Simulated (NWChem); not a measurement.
**One shape, several levels: C2H5Br (bromoethane)**

Wanted: a comparison of 4 runs (HF/STO-3G, HF/3-21G, B3LYP/6-31G*) of C2H5Br (bromoethane). 

Program for the calculation: NWChem 7.3.0.

2 further runs of the same task are left out: 1 that didn't finish, 1 set aside as unsound or not needed.

### 1 The system as given

The species is C2H5Br (8 atoms), meant as a singlet with charge 0. As SMILES, `CCBr`. The coordinates come from a PBE0-D4/def2-TZVP relaxation.

Bond lengths: C1–C2 1.506 Å, C2–Br3 1.950 Å, C1–H4 1.095 Å, C1–H5 1.091 Å, C1–H6 1.091 Å, C2–H7 1.088 Å, C2–H8 1.088 Å. Some angles: C1–C2–Br3 111.6°, C1–C2–H7 112.5°, C1–C2–H8 112.5°, Br3–C2–H7 105.3°, Br3–C2–H8 105.3°, C2–C1–H4 109.4°, C2–C1–H5 111.3°, C2–C1–H6 111.3°, H7–C2–H8 109.2°, H4–C1–H5 108.3°.

### 2 Energy and gradient at HF/STO-3G (run 1)

c2h5br.xyz

```xyz
8

C     -0.429100     0.590100    -0.328800
C      0.243000    -0.639200     0.222500
Br     1.994500    -0.223400     0.972400
H     -1.406200     0.316400    -0.739300
H      0.162900     1.040400    -1.126700
H     -0.582800     1.339300     0.449000
H      0.428800    -1.390300    -0.542500
H     -0.318900    -1.090600     1.037600
```

run.py

```python
from ase.io import read
from ase.calculators.nwchem import NWChem

system = read('c2h5br.xyz')

calc = NWChem(
    label='c2h5br',
    theory='scf',
    memory='2200 mb',
    basis='STO-3G',
    basispar='spherical bse',
    scf={'nopen': '0', 'rhf': None, 'thresh': '1e-08', 'maxiter': '80', 'print': 'low'},
)
system.calc = calc

forces = system.get_forces()
e = system.get_potential_energy()
print(f"E = {e:.6f} eV")
print("forces (eV/A):")
for s, f in zip(system.symbols, forces):
    print(f"{s:2s} {f[0]:10.5f} {f[1]:10.5f} {f[2]:10.5f}")
```

Launch:

```
$ export ASE_NWCHEM_COMMAND="nwchem PREFIX.nwi > PREFIX.nwo"
$ python run.py
```

Standard output:

```text
E = -71358.940129 eV
forces (eV/A):
C    -0.98149    1.03662   -0.66005
C     1.91285   -0.78851    1.05343
Br   -0.51947   -0.08366   -0.22975
H     0.26390    0.15190    0.09611
H    -0.11416   -0.11282    0.16486
H     0.03404   -0.17232   -0.14912
H    -0.31563   -0.00854   -0.09981
H    -0.28004   -0.02263   -0.17561
```

The calculator wrote c2h5br.nwi:

```
title "c2h5br"

permanent_dir c2h5br

scratch_dir c2h5br

start c2h5br

geometry units angstrom nocenter noautosym noautoz
  C  -4.2909999999999998e-01 5.9009999999999996e-01 -3.2879999999999998e-01
  C  2.4299999999999999e-01 -6.3919999999999999e-01 2.2250000000000000e-01
  Br 1.9944999999999999e+00 -2.2339999999999999e-01 9.7240000000000004e-01
  H  -1.4061999999999999e+00 3.1640000000000001e-01 -7.3929999999999996e-01
  H  1.6289999999999999e-01 1.0404000000000000e+00 -1.1267000000000000e+00
  H  -5.8279999999999998e-01 1.3392999999999999e+00 4.4900000000000001e-01
  H  4.2880000000000001e-01 -1.3903000000000001e+00 -5.4249999999999998e-01
  H  -3.1890000000000002e-01 -1.0906000000000000e+00 1.0376000000000001e+00
end

memory 2200 mb

basis spherical bse noprint
   * library STO-3G
end

scf
  nopen 0
  rhf
  thresh 1e-08
  maxiter 80
  print low
end

task scf gradient
```

c2h5br.nwo:

```text
Northwest Computational Chemistry Package (NWChem) 7.3.0
             --------------------------------------------------------

           Job information
           ---------------

    nwchem branch   = 7.3.0
    use scalapack   = T
    input           = c2h5br.nwi
    prefix          = c2h5br.
    data base       = c2h5br/c2h5br.db
    status          = startup
    nproc           =        1

           Memory information
           ------------------

    heap     =     72089594 doubles =      550.0 Mbytes
    stack    =     72089599 doubles =      550.0 Mbytes
    global   =    144179200 doubles =     1100.0 Mbytes (distinct from heap & stack)
    total    =    288358393 doubles =     2200.0 Mbytes
    verify   = yes
    hardfail = no

[... 37 lines left out ...]
            Nuclear Dipole moment (a.u.)
[... 73 lines left out ...]
       Final RHF  results
       ------------------

         Total SCF energy =  -2622.392702267682
      One-electron energy =  -3994.716146827838
      Two-electron energy =   1207.732594055483
 Nuclear repulsion energy =    164.590850504673

        Time for solution =      1.9s

                              NWChem Gradients Module
                              -----------------------

                         RHF ENERGY GRADIENTS

    atom               coordinates                        gradient
                 x          y          z           x          y          z
   1 C      -0.810881   1.115127  -0.621342    0.019087  -0.020159   0.012836
   2 C       0.459203  -1.207913   0.420464   -0.037199   0.015334  -0.020486
   3 Br      3.769058  -0.422165   1.837570    0.010102   0.001627   0.004468
[... 4 lines of this table left out ...]
   8 H      -0.602634  -2.060935   1.960780    0.005446   0.000440   0.003415

 Task  times  cpu:        2.5s     wall:        2.5s
 Total times  cpu:        2.5s     wall:        2.5s
```

Run time: 3.6 s. Hardware: 1 thread of Intel Xeon Platinum 8488C (Sapphire Rapids), shared host; peak memory 0.1 GiB.

### 3 Energy and gradient at HF/3-21G (run 2)

c2h5br.nw

```
START c2h5br
memory 2200 mb

GEOMETRY units angstrom noautosym nocenter noautoz
   C       -0.429100       0.590100      -0.328800
   C        0.243000      -0.639200       0.222500
   Br       1.994500      -0.223400       0.972400
   H       -1.406200       0.316400      -0.739300
   H        0.162900       1.040400      -1.126700
   H       -0.582800       1.339300       0.449000
   H        0.428800      -1.390300      -0.542500
   H       -0.318900      -1.090600       1.037600
END

BASIS "ao basis" spherical bse
   * library 3-21G
END

SCF
   singlet
   rhf
   thresh 1e-08
   maxiter 80
END

TASK scf gradient
```

Launch:

```
$ nwchem c2h5br.nw > c2h5br.out
```

Standard output:

```text
[...]
  functions       =    50
[...]
  wavefunction    = RHF
[...]
         Total SCF energy =  -2638.265068742972
      One-electron energy =  -4003.127553801901
      Two-electron energy =   1200.271634554256
 Nuclear repulsion energy =    164.590850504673
        Time for solution =      2.0s
[...]
                         RHF ENERGY GRADIENTS
    atom               coordinates                        gradient
                 x          y          z           x          y          z
   1 C      -0.810881   1.115127  -0.621342    0.009221  -0.012077   0.006639
   2 C       0.459203  -1.207913   0.420464    0.012039   0.021700   0.001601
   3 Br      3.769058  -0.422165   1.837570   -0.018754  -0.004866  -0.007953
   4 H      -2.657333   0.597909  -1.397074   -0.005191  -0.002000  -0.002078
   5 H       0.307836   1.966071  -2.129154    0.003017   0.002679  -0.004601
   6 H      -1.101332   2.530910   0.848487   -0.001128   0.004340   0.004169
   7 H       0.810315  -2.627286  -1.025176    0.003266  -0.006036  -0.004954
   8 H      -0.602634  -2.060935   1.960780   -0.002470  -0.003741   0.007177
[...]
```

It took 3.3 s on 1 thread of Intel Xeon Platinum 8488C (Sapphire Rapids), shared host; peak memory 0.099 GiB.

Run 3 isn't shown in full; the table further down has it.

### 4 Energy and forces at B3LYP/6-31G(d) (Cartesian functions) (run 4)

c2h5br.nw

```
start c2h5br
title "C2H5Br B3LYP"
memory 2200 mb
geometry units bohr noautosym nocenter noautoz
   C     -0.81088148     1.11512739    -0.62134195
   C      0.45920345    -1.20791294     0.42046406
   Br     3.76905876    -0.42216482     1.83756968
   H     -2.65733288     0.59790935    -1.39707452
   H      0.30783639     1.96607106    -2.12915442
   H     -1.10133239     2.53091020     0.84848703
   H      0.81031456    -2.62728623    -1.02517642
   H     -0.60263366    -2.06093531     1.96077983
end
basis
   * library 6-31G*
end
dft
   xc b3lyp
   grid xfine
   convergence energy 1e-08
   iterations 100
   mulliken
end
task dft gradient
```

Launch:

```
$ nwchem c2h5br.nw > c2h5br.out
```

Standard output:

```text
[...]
          Wavefunction type:  closed shell.
          No. of atoms     :     8
          No. of electrons :    52
[...]
          Charge           :     0
          Spin multiplicity:     1
[...]
          AO basis - number of functions:    75
[...]
              XC Information
              --------------
                         B3LYP Method XC Potential
                     Hartree-Fock (Exact) Exchange  0.200
                        Slater Exchange Functional  0.800 local
                    Becke 1988 Exchange Functional  0.720 non-local
              Lee-Yang-Parr Correlation Functional  0.810
                  VWN I RPA Correlation Functional  0.190 local
[...]
 d= 0,ls=0.0,diis     1  -2653.0661869819 -2.82D+03  1.10D-02  1.57D+00     3.3
[...]
 d= 0,ls=0.0,diis     8  -2653.1121824327 -3.64D-10  2.30D-06  8.34D-08    20.5
         Total DFT energy =    -2653.112182432687
      One electron energy =    -4014.854512719283
           Coulomb energy =     1301.171341789554
    Exchange-Corr. energy =     -104.019850080759
 Nuclear repulsion energy =      164.590838577800
[...]
      Total Density - Mulliken Population Analysis
     ---------------------------------------------
    Atom       Charge   Shell Charges
 -----------   ------   -------------------------------------------------------
    1 C    6     6.44   1.99  0.68  2.14  0.63  0.98  0.03
    2 C    6     6.33   1.99  0.70  2.04  0.65  0.92  0.03
    3 Br  35    35.12   2.00  1.99  6.00  1.93  5.99  1.62  3.79  0.37  1.34  7.02  2.95  0.13
    4 H    1     0.84   0.52  0.32
    5 H    1     0.83   0.53  0.30
    6 H    1     0.83   0.53  0.30
    7 H    1     0.81   0.53  0.28
    8 H    1     0.81   0.53  0.28
[...]
  wavefunction    = closed shell
                         DFT ENERGY GRADIENTS
    atom               coordinates                        gradient
                 x          y          z           x          y          z
   1 C      -0.810881   1.115127  -0.621342    0.002685  -0.003521   0.001924
   2 C       0.459203  -1.207913   0.420464    0.004737   0.005683   0.001182
   3 Br      3.769059  -0.422165   1.837570   -0.011305  -0.002224  -0.004930
   4 H      -2.657333   0.597909  -1.397075    0.002080   0.000334   0.000920
   5 H       0.307836   1.966071  -2.129154   -0.000864  -0.001135   0.001677
   6 H      -1.101332   2.530910   0.848487    0.000543  -0.001698  -0.001285
   7 H       0.810315  -2.627286  -1.025176    0.000551   0.001487   0.001332
   8 H      -0.602634  -2.060935   1.960780    0.001573   0.001074  -0.000820
[...]
```

Wall time 27 s (1 thread of Intel Xeon Platinum 8488C (Sapphire Rapids), shared host); peak memory 0.14 GiB.

### 5 The series

```csv
run,level,iteration cap,module,energy (Eh),largest force (eV/Å),wall time
1,HF/STO-3G,80,scf,-2622.392702,2.322,3.6 s
2,HF/3-21G,80,scf,-2638.265069,1.279,3.3 s
3,B3LYP/6-31G* (spherical functions),100,dft,-2653.102220,0.632,26 s
4,B3LYP/6-31G* (Cartesian functions),100,dft,-2653.112182,0.644,27 s
```

### 6 Summary of results

| quantity | value |
| --- | --- |
| run 4: total energy | -2653.11218 Eh |
| run 4: dipole moment | 2.24 D |
| run 4: HOMO energy | -7.45 eV |
| run 4: LUMO energy | 0.11 eV |
| run 4: HOMO–LUMO gap | 7.56 eV |
| run 4: largest force on an atom | 0.644 eV/Å |

What this shows: Over runs 2, 3, 4 the dipole moment (its size) runs from 2.23 D (HF/3-21G) to 2.24 D (B3LYP/6-31G*). The two ends differ in method and basis. In run 1 the basis is minimal, so the values are rough. All runs together took 59 s, the longest 27 s.
